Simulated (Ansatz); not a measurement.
# HI+ (doublet): geometry and frequencies at several levels

One table from this session's results is given with a row withheld; the runs are named, their logs left out.

Method: the levels named in each step, in Ansatz 0.2.0.

### The starting structure

Bond lengths: I1–H2 1.622 Å.

As a file:

```xyz
2

I     0.0000    0.0000    0.0000
H     0.0000    0.0000    1.6219
```

Set-up of the first run:

File input.yaml:

```yaml
crystal:
  periodic: [false, false, false]
  atoms:
    - { symbol: I, position_ang: [0.0, 0.0, 0.0] }
    - { symbol: H, position_ang: [0.0, 0.0, 1.62194] }
magnetization:
  spin_polarized: true
  initial_magnetization: 1
total_charge: 1
basis:
  gaussian: { orbitals: def2-SVP }
hamiltonian:
  xc: pbe
  dispersion: d4
relax:
  f_tol: 0.03
  max_steps: 200
```

On the command line:

```bash
$ ansatz run input.yaml --threads 1 --pin off --max-ram 2560MiB --backend cpu --events-out ev --progress --plain --runs-dir out
```

Among the steps run: A rough first relaxation, PBE-D4/def2-SVP; Relaxation, HF/def2-SVP; Frequencies, HF/def2-SVP; Relaxation, LDA/def2-SVP; Frequencies, LDA/def2-SVP; Relaxation, PBE-D4/def2-SVP; Frequencies, PBE-D4/def2-SVP; Relaxation, PBE0-D4/def2-TZVPP; Relaxation, MP2/def2-TZVPP; Frequencies, MP2/def2-TZVPP.

One table of the session follows, with a row left open; its other results are not shown here.

It belongs to the step «Geometries side by side». 

```
             level  I1–H2 (Å)  rotational constants (MHz)  highest frequency (cm⁻¹)
       HF/def2-SVP     1.6190                      192830                      2374
      LDA/def2-SVP     1.6590                      183640                      2135
   PBE-D4/def2-SVP          ?                           ?                         ?
PBE0-D4/def2-TZVPP     1.6338                      189360                         -
    MP2/def2-TZVPP     1.6133                      194190                      2312
```

Q: Estimate the row for PBE-D4/def2-SVP from the others.

The run gave: I1–H2 (Å): 1.6565; rotational constants (MHz): 184190; highest frequency (cm⁻¹): 2151. In the column «I1–H2 (Å)» it lies between PBE0-D4/def2-TZVPP (1.6338) and LDA/def2-SVP (1.6590).
